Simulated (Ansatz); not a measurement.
# Ta3N (P-3m1) in Ansatz: notebook

Aim: see how the results for Ta3N move with the level of theory and the settings. Levels: PBEsol, PBEsol+U. Tasks: density of states.

Everything below comes from runs of Ansatz 0.2.0. Logs are shortened: lines on timing, memory, paths and dates and some standing lists are left out, and cuts for length are marked.

## 1. The structure

The structure is trigonal, space group P-3m1 (No. 164). The conventional cell has a = 3.032 Å, b = 3.032 Å, c = 7.524 Å, α = 90.00°, β = 90.00°, γ = 120.00°. Around Ta (site symmetry 3m) lie 3 N at 2.19 Å. Around Ta (site symmetry -3m) lie 12 Ta at 3.01 to 3.03 Å. N (site symmetry -3m) has 6 Ta at 2.19 Å as nearest neighbours.

The cell comes from a database or a generator and needn't be the stable form of this composition.

## 2. Density of states, PBEsol

File input.yaml:

```yaml
crystal:
  lattice:
    - [3.0322239879, 0.0, 0.0]
    - [-1.516111994, 2.6259830035, 0.0]
    - [0.0, 0.0, 7.524137]
  atoms:
    - { symbol: Ta, position: [0.6666666667, 0.3333333333, 0.82607] }
    - { symbol: Ta, position: [0.3333333333, 0.6666666667, 0.17393] }
    - { symbol: Ta, position: [0.0, 0.0, 0.5] }
    - { symbol: "N", position: [0.0, 0.0, 0.0] }
kpoints:
  mp_grid: { grid: [10, 10, 4] }
scf:
  occupations: { method: fermi_dirac, width: 0.05 }
hamiltonian:
  xc: pbesol
  pseudopotentials: { kind: all_electron, lapw: { basis_error: 0.002 } }
output:
  forces: true
  stress: true
  eigenvalues: true
  dos: { projected: false, de: 0.2, e_range: [-14, 10] }
```

Potentials or basis: all-electron LAPW, scalar-relativistic.

Started as:

```sh
$ ansatz run input.yaml --threads 2 --pin off --max-ram 8192MiB --backend cpu --events-out ev --progress --plain --runs-dir out
```

The log of the run:

```text
Warning: RAYON_NUM_THREADS=2 ignored (pool sized by the plan → 2); use --threads N
LAPW: plane waves up to 9.391 Å⁻¹, error target 2.0e-3 eV per atom; small_component_spin mean_spin; N in spheres of 0.923 Å, 7 of its electrons in bands, Dirac shells []; Ta in spheres of 1.263 Å, 43 of its electrons in bands, Dirac shells [] (how accurate: hamiltonian.pseudopotentials.lapw.basis_error, Limitations)
Engine: ansatz 0.2.0, x86_64-unknown-linux-gnu
Pseudopotentials: kind: all_electron
Pseudopotential: Ta, LAPW, valence charge 43, lapw/all_electron/scalar/gaussian/Ta, Koelling and Harmon's equation, gaussian nucleus
Pseudopotential: N, LAPW, valence charge 7, lapw/all_electron/scalar/gaussian/N, Koelling and Harmon's equation, gaussian nucleus
Functional definition: PBEsol
  exchange = pbesol_x
  correlation = pbesol_c
Crystal: 4 atoms, lattice volume = 59.911 Å³
Basis set: ecut = 335.9816334416952 eV, 857 PW (Γ), exchange–correlation at level 2
Bands: 82, of which v1, the nominal top of the filled ones, is band 68 counted from 1 (67 counted from 0)
Symmetry: 12 space group operations
Space group: P-3m1 (ITA 164), of the structure as read, at distance tolerance 3.9e-5 Å
k-points: 50 of 400
[... 22 lines left out ...]
SCF converged after 12 iterations
Free energy (F): -1274816.885569 eV
Harris-Foulkes:  -1274816.885569 eV  (|F-HF|=6.50e-8)
Internal energy: -1274816.860388 eV  (E = F + TS)
E sigma→0 (E₀):  -1274816.872979 eV
Entropy (-TS):   -0.025182 eV (-6.295 meV/atom)
Fermi energy:    24.278717 eV
--- Per-component energies (eV) ---
  E_band       = -13028.025326
  E_kinetic    = 1422732.561494
  E_xc         = -25670.839201
  E_electrostatic = -2671878.582680  (all electrons and nuclei)
  E_smearing   = -0.025182  (= −TS)
  E_closure    = 0.000000  (closes the sum)
  E_atoms      = -1274774.720667  (free atoms, spherical and without spin; not in F)
  Σ components = -1274816.885569   (vs F -1274816.885569, Δ=0.00e0)
  Basis errors (estimates in eV, not in F): energy 7.4e-4 per atom: plane waves 6.7e-4 (3.7e-4 summed), levels above the bands 1.5e-90, relativity 7.3e-8, radial functions 7.4e-5, core shells 6.4e-7; eigenvalues (radial functions only) 1.1e-5; not estimated: angular momenta, meshes, grids; target (lapw.basis_error) 2.0e-3; muffin-tin radii N 0.923 Å, Ta 1.263 Å
--- Forces (eV/Å), atoms counted from 1 ---
  atom   1  Ta     0.00000000    -0.00000000     0.39528761
  atom   2  Ta     0.00000000     0.00000000    -0.39528761
  atom   3  Ta     0.00000000     0.00000000     0.00000000
  atom   4  N      0.00000000    -0.00000000     0.00000000
  max |Σ_I F_I| component: 5.55e-17 eV/Å
--- Stress (GPa, compression-positive) ---
       -8.202273       0.000000      -0.000000
        0.000000      -8.202273       0.000000
       -0.000000       0.000000      -7.694771
  P = ⅓ Tr σ = -8.0331 GPa (-80.331 kbar)
--- Band table (eV; the first three rows and the last of 50) ---
  k-point 0: bands = ["-370.8949", "-370.8949", "-370.8949", "-370.8949", "-370.8873", "-370.8873", "-370.3936", "-370.3936", "-370.3716", "-352.4302", "-192.6781", "-192.6781", "-192.6781", "-192.6781", "-192.6665", "-192.6665", "-192.6665", "-192.6665", "-192.6592", "-192.6592", "-192.1807", "-192.1807", "-192.1595", "-192.1595", "-192.1393", "-43.9667", "-43.9402", "-43.4010", "-10.8128", "-10.5256", "-10.1863", "-10.1863", "-10.1571", "-10.1571", "-9.7370", "-9.5591", "-9.5591", "4.1904", "4.2188", "4.2334", "4.2334", "4.2480", "4.2480", "4.2511", "4.2650", "4.2685", "4.2685", "4.2801", "4.2801", "4.2857", "4.2864", "4.7336", "4.7570", "4.7570", "4.7909", "4.7915", "4.7940", "4.7940", "7.3056", "15.7743", "17.5376", "18.8843", "18.8843", "20.7331", "22.9057", "23.7944", "23.7944", "23.9585", "24.5411", "24.5411", "25.2213", "26.1298", "26.1298", "26.5442", "26.5442", "27.5865", "28.0751", "28.0751", "29.5166", "29.5166", "35.2768", "36.3026"]
  k-point 1: bands = ["-370.8949", "-370.8949", "-370.8949", "-370.8949", "-370.8873", "-370.8873", "-370.3936", "-370.3936", "-370.3716", "-352.4302", "-192.6781", "-192.6781", "-192.6781", "-192.6781", "-192.6665", "-192.6665", "-192.6665", "-192.6665", "-192.6592", "-192.6592", "-192.1807", "-192.1807", "-192.1595", "-192.1595", "-192.1393", "-43.9661", "-43.9409", "-43.4010", "-10.8646", "-10.4422", "-10.1878", "-10.1878", "-10.1555", "-10.1555", "-9.7694", "-9.5592", "-9.5592", "4.1905", "4.2188", "4.2334", "4.2334", "4.2480", "4.2480", "4.2512", "4.2648", "4.2684", "4.2684", "4.2802", "4.2802", "4.2857", "4.2864", "4.7336", "4.7570", "4.7570", "4.7909", "4.7915", "4.7940", "4.7940", "7.3148", "15.6088", "17.8157", "18.8812", "18.8812", "20.6573", "22.8663", "23.6230", "23.8906", "23.8906", "24.6618", "24.6618", "25.3807", "25.8121", "25.8121", "26.3035", "26.3035", "28.0831", "28.2802", "28.2802", "29.8106", "29.8106", "34.6689", "35.9116"]
  k-point 2: bands = ["-370.8949", "-370.8949", "-370.8949", "-370.8949", "-370.8873", "-370.8873", "-370.3936", "-370.3936", "-370.3716", "-352.4302", "-192.6781", "-192.6781", "-192.6781", "-192.6781", "-192.6665", "-192.6665", "-192.6665", "-192.6665", "-192.6592", "-192.6592", "-192.1807", "-192.1807", "-192.1595", "-192.1595", "-192.1393", "-43.9655", "-43.9415", "-43.4010", "-10.9022", "-10.3676", "-10.1892", "-10.1892", "-10.1540", "-10.1540", "-9.8071", "-9.5593", "-9.5593", "4.1906", "4.2188", "4.2335", "4.2335", "4.2480", "4.2480", "4.2513", "4.2647", "4.2683", "4.2683", "4.2804", "4.2804", "4.2858", "4.2864", "4.7336", "4.7570", "4.7570", "4.7909", "4.7915", "4.7940", "4.7940", "7.3240", "15.4720", "18.0843", "18.8782", "18.8782", "20.5480", "23.0379", "23.1447", "24.0097", "24.0097", "24.8130", "24.8130", "25.5005", "25.5452", "25.5452", "26.0089", "26.0089", "28.4662", "28.4662", "28.6707", "30.0817", "30.0817", "33.5125", "36.1769"]
  k-point 49: bands = ["-370.8949", "-370.8949", "-370.8949", "-370.8949", "-370.8873", "-370.8873", "-370.3936", "-370.3936", "-370.3716", "-352.4302", "-192.6781", "-192.6781", "-192.6781", "-192.6781", "-192.6665", "-192.6665", "-192.6665", "-192.6665", "-192.6592", "-192.6592", "-192.1807", "-192.1807", "-192.1595", "-192.1595", "-192.1393", "-43.8990", "-43.8958", "-43.3500", "-10.8471", "-10.7510", "-10.6762", "-10.5972", "-10.4212", "-10.4008", "-10.0264", "-9.9302", "-9.7599", "4.2050", "4.2361", "4.2366", "4.2499", "4.2520", "4.2539", "4.2547", "4.2564", "4.2605", "4.2622", "4.2630", "4.2686", "4.2818", "4.2830", "4.7460", "4.7613", "4.7653", "4.7691", "4.7785", "4.7823", "4.8093", "8.2567", "16.8243", "17.2768", "18.0969", "21.5349", "21.7701", "22.0867", "22.6177", "22.7619", "23.0348", "24.3418", "25.0874", "27.2035", "27.4376", "28.3634", "29.1150", "29.1339", "29.2143", "30.3205", "31.3629", "32.2018", "32.7418", "33.2668", "35.2043"]
```

Run time: 1.8 min. Hardware: 2 threads of Intel Xeon at 2.50GHz (Skylake/Cascade Lake), shared host; peak memory 0.73 GiB.

What came out:

| Item | Value |
| --- | --- |
| Free energy | -1274816.8856 eV |
| Pressure | -8.0 GPa |
| Largest force | 0.395 eV/Å |
| Band gap on the k mesh | none (metal or under the smearing width) |

Forces on the atoms (eV/Å):
```
Ta   0.000  0.000  0.395
Ta   0.000  0.000 -0.395
Ta   0.000  0.000  0.000
N    0.000  0.000  0.000
```

Levels at points of the mesh, in eV from the Fermi level:
```csv
k point,band 66,band 67,band 68,band 69,band 70,band 71
"(0.00, 0.00, 0.00)",-0.48,-0.48,-0.32,0.26,0.26,0.94
"(0.00, 0.00, -0.50)",-1.13,-0.27,-0.27,0.53,0.53,1.22
"(0.00, -0.50, 0.00)",-1.16,-0.51,0.19,0.68,0.89,3.48
"(0.00, -0.50, -0.50)",-1.31,-1.24,0.16,0.94,1.23,2.40
```

States per cell in windows of 0.5 eV (zero at the Fermi level; states under -8 eV left out):
| from (eV) | total |
| --- | --- |
| -8.0 | 1.30 |
| -7.5 | 0.32 |
| -7.0 | 1.78 |
| -6.5 | 0.88 |
| -6.0 | 1.12 |
| -5.5 | 0.47 |
| -5.0 | 0.27 |
| -4.5 | 0.44 |
| -4.0 | 0.77 |
| -3.5 | 1.41 |
| -3.0 | 1.65 |
| -2.5 | 0.96 |
| -2.0 | 1.74 |
| -1.5 | 1.62 |
| -1.0 | 1.55 |
| -0.5 | 1.28 |
| 0.0 | 1.76 |
| 0.5 | 1.73 |
| 1.0 | 1.19 |
| 1.5 | 0.70 |
| 2.0 | 0.95 |
| 2.5 | 1.49 |
| 3.0 | 1.60 |
| 3.5 | 2.22 |
| 4.0 | 2.66 |
| 4.5 | 2.07 |
| 5.0 | 1.52 |
| 5.5 | 1.37 |
| 6.0 | 1.14 |
| 6.5 | 0.82 |
| 7.0 | 0.69 |
| 7.5 | 0.60 |

Spin-orbit coupling is left out, which matters for the levels of Ta.

## 3. Density of states, PBEsol+U

input.yaml, as its differences from that of step 2:

```diff
@@ -17,2 +17,6 @@
   pseudopotentials: { kind: all_electron, lapw: { basis_error: 0.002 } }
+  hubbard:
+    sites: [{ species: Ta, l: d, u_eff: 2 }]
+    double_counting: fll
+    projectors: ortho-atomic
 output:
```

Potentials or basis: all-electron LAPW, scalar-relativistic.

Started as:

```sh
$ ansatz run input.yaml --threads 2 --pin off --max-ram 8192MiB --backend cpu --events-out ev --progress --plain --runs-dir out
```

It took 2.1 min on 2 threads of Intel Xeon at 2.50GHz (Skylake/Cascade Lake), shared host; peak memory 0.88 GiB.

It converged, with:

| Quantity | Value |
| --- | --- |
| Free energy | -1274809.7847 eV |
| Pressure | -6.4 GPa |
| Largest force | 0.327 eV/Å |
| Band gap on the k mesh | none (metal or under the smearing width) |

Forces in eV/Å, atoms in the order of the input:
```
Ta   0.000  0.000  0.327
Ta   0.000  0.000 -0.327
Ta   0.000  0.000  0.000
N    0.000  0.000  0.000
```

Stress tensor (GPa, compression positive):
```
-6.82  0.00  0.00
 0.00 -6.82  0.00
 0.00  0.00 -5.61
```

Levels at points of the mesh, in eV from the Fermi level:
```
             k point  band 66  band 67  band 68  band 69  band 70  band 71
  (0.00, 0.00, 0.00)    -0.48    -0.48    -0.43     0.28     0.28     0.89
 (0.00, 0.00, -0.50)    -1.21    -0.27    -0.27     0.50     0.50     1.16
 (0.00, -0.50, 0.00)    -1.17    -0.58     0.15     0.76     0.78     3.47
(0.00, -0.50, -0.50)    -1.35    -1.28     0.08     0.91     1.29     2.49
```

States per cell in windows of 1 eV (zero at the Fermi level; states under -8 eV left out):
```csv
from (eV),total
-8.0,1.58
-7.0,2.60
-6.0,1.63
-5.0,0.72
-4.0,2.12
-3.0,2.68
-2.0,3.48
-1.0,2.65
0.0,3.33
1.0,2.07
2.0,2.39
3.0,3.78
4.0,4.86
5.0,2.82
6.0,2.15
7.0,1.28
```

Caveat: U is the effective U less J, on atomic orbitals that reach past the spheres; U without spin polarisation on a metal has little footing.

## 4. Density of states, PBEsol+U

input.yaml, as its differences from that of step 3:

```diff
@@ -18,3 +18,3 @@
   hubbard:
-    sites: [{ species: Ta, l: d, u_eff: 2 }]
+    sites: [{ species: Ta, l: d, u_eff: 4 }]
     double_counting: fll
```

Potentials or basis: all-electron LAPW, scalar-relativistic.

Started as:

```sh
$ ansatz run input.yaml --threads 2 --pin off --max-ram 8192MiB --backend cpu --events-out ev --progress --plain --runs-dir out
```

The log of the run:

```text
Warning: RAYON_NUM_THREADS=2 ignored (pool sized by the plan → 2); use --threads N
Ta: projections on atomic orbitals take those of the free atom 1s2 2s2 2p6 3s2 3p6 3d10 4s2 4p6 4d10 4f14 5s2 5p6 5d3 6s2, of charge +0.00 (hamiltonian.pseudopotentials.projection_atoms)
N: projections on atomic orbitals take those of the free atom 1s2 2s2 2p3, of charge +0.00 (hamiltonian.pseudopotentials.projection_atoms)
[... 70 lines left out ...]
  k-point 2: bands = ["-370.9913", "-370.9913", "-370.9913", "-370.9913", "-370.9831", "-370.9831", "-370.4849", "-370.4849", "-370.4349", "-351.9440", "-192.7764", "-192.7764", "-192.7764", "-192.7764", "-192.7641", "-192.7641", "-192.7641", "-192.7641", "-192.7525", "-192.7525", "-192.2757", "-192.2757", "-192.2414", "-192.2414", "-192.1982", "-44.0581", "-44.0318", "-43.4891", "-10.9711", "-10.4471", "-10.2699", "-10.2699", "-10.2347", "-10.2347", "-9.8477", "-9.6657", "-9.6657", "4.0993", "4.1240", "4.1349", "4.1349", "4.1487", "4.1487", "4.1581", "4.1714", "4.1724", "4.1724", "4.1842", "4.1842", "4.1900", "4.1906", "4.6322", "4.6649", "4.6649", "4.6902", "4.7241", "4.7241", "4.7319", "7.5193", "15.5817", "18.0803", "19.2285", "19.2285", "20.6131", "22.9681", "23.2920", "24.3583", "24.3583", "25.0806", "25.0806", "25.6866", "26.0332", "26.0332", "26.5940", "26.5940", "28.7393", "29.0123", "29.0123", "30.5454", "30.5454", "33.5044", "36.1306"]
  k-point 49: bands = ["-370.9912", "-370.9912", "-370.9912", "-370.9912", "-370.9831", "-370.9831", "-370.4848", "-370.4848", "-370.4349", "-351.9426", "-192.7764", "-192.7764", "-192.7764", "-192.7764", "-192.7641", "-192.7641", "-192.7641", "-192.7641", "-192.7525", "-192.7525", "-192.2757", "-192.2757", "-192.2414", "-192.2414", "-192.1982", "-43.9890", "-43.9872", "-43.4342", "-10.9104", "-10.8212", "-10.7457", "-10.6705", "-10.4970", "-10.4802", "-10.1222", "-10.0273", "-9.7955", "4.1121", "4.1407", "4.1412", "4.1516", "4.1551", "4.1552", "4.1567", "4.1603", "4.1645", "4.1665", "4.1672", "4.1725", "4.1877", "4.1891", "4.6448", "4.6689", "4.6695", "4.6736", "4.7085", "4.7122", "4.7487", "8.6270", "17.0851", "17.5741", "18.4077", "22.0268", "22.1293", "22.5806", "22.8281", "23.1104", "23.1796", "24.7917", "25.5663", "27.4706", "27.7341", "28.7542", "29.2540", "29.4990", "29.5450", "30.5923", "31.4015", "32.2102", "32.8852", "33.3135", "35.2211"]
Occupation matrices written to <dir>
```

Wall time 2.1 min (2 threads of Intel Xeon at 2.50GHz (Skylake/Cascade Lake), shared host); peak memory 0.88 GiB.

What came out:

```yaml
Free_energy: -1274802.7316 eV
Pressure: -4.5 GPa
Largest_force: 0.284 eV/Å
Band_gap_on_the_k_mesh: none (metal or under the smearing width)
```

Forces in eV/Å, atoms in the order of the input:
```
Ta   0.000  0.000  0.284
Ta   0.000  0.000 -0.284
Ta   0.000  0.000  0.000
N    0.000  0.000  0.000
```

Stress tensor (GPa, compression positive):
```
-5.26  0.00  0.00
 0.00 -5.26  0.00
 0.00  0.00 -2.93
```

Levels at points of the mesh, in eV from the Fermi level:
| k point | band 65 | band 66 | band 67 | band 68 | band 69 | band 70 | band 71 | band 72 |
| --- | --- | --- | --- | --- | --- | --- | --- | --- |
| (0.00, 0.00, 0.00) | -1.67 | -0.61 | -0.46 | -0.46 | 0.32 | 0.32 | 0.83 | 1.84 |
| (0.00, 0.00, -0.50) | -1.64 | -1.32 | -0.25 | -0.25 | 0.47 | 0.47 | 1.08 | 1.42 |
| (0.00, -0.50, 0.00) | -2.97 | -1.17 | -0.71 | 0.11 | 0.67 | 0.88 | 3.48 | 4.10 |
| (0.00, -0.50, -0.50) | -2.93 | -1.39 | -1.31 | -0.01 | 0.86 | 1.38 | 2.61 | 4.30 |

States per cell in windows of 1 eV (zero at the Fermi level; states under -8 eV left out):
| from (eV) | total |
| --- | --- |
| -8.0 | 1.56 |
| -7.0 | 2.50 |
| -6.0 | 1.70 |
| -5.0 | 0.72 |
| -4.0 | 2.07 |
| -3.0 | 2.75 |
| -2.0 | 3.64 |
| -1.0 | 2.38 |
| 0.0 | 3.11 |
| 1.0 | 2.35 |
| 2.0 | 2.31 |
| 3.0 | 3.71 |
| 4.0 | 4.98 |
| 5.0 | 2.77 |
| 6.0 | 2.37 |
| 7.0 | 1.32 |

Caveat: U is the effective U less J, on atomic orbitals that reach past the spheres; U without spin polarisation on a metal has little footing. The run has no spin-orbit coupling, so splittings on Ta are missing.

## 5. The runs side by side

```tsv
level	U	gap on the mesh (eV)	pressure (GPa)	largest force (eV/Å)
PBEsol	-	none	-8.0	0.40
PBEsol+U	Ta d U = 2 eV	none	-6.4	0.33
PBEsol+U	Ta d U = 4 eV	none	-4.5	0.28
```

Alike in all rows: task density of states; potentials or basis all-electron LAPW, scalar-relativistic; no spin polarisation; cell as given; k mesh 10 × 10 × 4; cutoff (eV) 336; smearing fermi-dirac 0.05 eV; basis error allowed 0.002 eV/atom.

Every run on the cell as given and a fine mesh finds a metal. The pressure there spans -8.0 GPa (PBEsol) to -4.5 GPa (PBEsol+U); a positive pressure means that this level wants a larger cell, a negative one a smaller.

Caveats: U is the effective U less J, on atomic orbitals that reach past the spheres (some runs); U without spin polarisation on a metal has little footing (some runs).

Compare energies only between runs with the same functional and basis.
